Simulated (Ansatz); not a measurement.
# C2H4OZn: a ladder of functionals and wavefunction methods

Aim: compute C2H4OZn with functionals from several rungs and with coupled cluster, and see how far each lands from CCSD(T) at the basis-set limit for the atomisation energy.

Method: functionals in def2-TZVPP, the program's frozen cores in correlated methods; program: Ansatz 0.2.0, Gaussian basis.

Levels to be run: PBE-D4, r2SCAN-D4, PBE0-D4, B3LYP-D4, ωB97X-V, ωB97M-V, B2PLYP; CCSD(T)/def2-TZVPP; MP2/def2-QZVPP; extrapolation to the limit.

### Step 1. Structure used throughout

The geometry comes from an earlier relaxation with PBE0-D4 in a triple-zeta def2 set; it is a stationary point, not always the lowest conformer.

8 atoms, charge 0, spin multiplicity 1.

Atoms are counted from 1 here; the program's logs count them from 0.

Bond lengths: C1–C2 1.492 Å, C1–H5 1.089 Å, C1–H6 1.095 Å, C1–H7 1.095 Å, C2–O3 1.201 Å, C2–H8 1.113 Å. Angles: C2–C1–H5 111.1°, C2–C1–H6 109.3°, C2–C1–H7 109.3°, H5–C1–H6 110.3°, H5–C1–H7 110.3°, H6–C1–H7 106.5°, C1–C2–O3 124.7°, C1–C2–H8 115.3°, O3–C2–H8 120.1°.

### Step 2. PBE-D4 (GGA)

in.yaml

```yaml
crystal:
  periodic: [false, false, false]
  atoms:
    - {symbol: C, position_ang: [-0.240763, 1.165414, 0.143112]}
    - {symbol: C, position_ang: [0.081257, -0.273056, -0.088326]}
    - {symbol: O, position_ang: [0.444992, -0.731779, -1.137372]}
    - {symbol: Zn, position_ang: [0.821579, -3.839536, -0.446560]}
    - {symbol: H, position_ang: [-0.104770, 1.748278, -0.766569]}
    - {symbol: H, position_ang: [-1.272162, 1.253030, 0.499088]}
    - {symbol: H, position_ang: [0.397951, 1.555242, 0.942063]}
    - {symbol: H, position_ang: [-0.035984, -0.934593, 0.798665]}
basis:
  gaussian: {orbitals: def2-TZVPP}
hamiltonian: {xc: pbe, dispersion: d4}
output: {forces: true, orbitals: {seedname: orbitals}}
```

Command:

```
> ansatz run in.yaml --threads 4 --pin off --events-out ev --progress --plain --max-ram 10444MiB
```

The runs that follow: r2SCAN-D4 (meta-GGA); PBE0-D4 (hybrid); B3LYP-D4 (hybrid); ωB97X-V (range-separated); ωB97M-V (range-separated); B2PLYP (double hybrid); CCSD(T) in def2-TZVPP; MP2 in def2-QZVPP.

Before running them: what should the planned runs give, taken together? Wanted: atomisation energy, CCSD(T)/CBS; farthest; mean size of error, hybrid; mean size of error, range-separated; gap, smallest and largest; T1 diagnostic; triples share of the correlation energy.

As calculated:

| quantity | value |
| --- | --- |
| atomisation energy, CCSD(T)/CBS | 29.381 eV |
| functionals within 0.147 eV (0.5 %) | r2SCAN-D4, B3LYP-D4, ωB97X-V, ωB97M-V |
| farthest | PBE-D4 (+0.910 eV) |
| mean size of error, hybrid | 0.139 eV |
| mean size of error, range-separated | 0.074 eV |
| gap, smallest and largest | 3.32 eV (PBE-D4), 9.53 eV (ωB97X-V) |
| T1 diagnostic | 0.0157 |
| triples share of the correlation energy | 3.5 % |

In words: PBE-D4 is off by +0.910 eV. Double hybrids carry the basis error of their MP2 part in triple zeta, and no dispersion term here, so their miss is partly the set-up's. Misses under about 0.147 eV are within the doubt on the reference itself, which lacks core-valence correlation, relativity and higher excitations. Hartree-Fock recovers 72 % of the binding; the rest is correlation. The gap grows from 3.3 to 9.5 eV across the functionals, mostly with the share of exact exchange. For Zn the d shell is correlated and the shells below it are frozen.
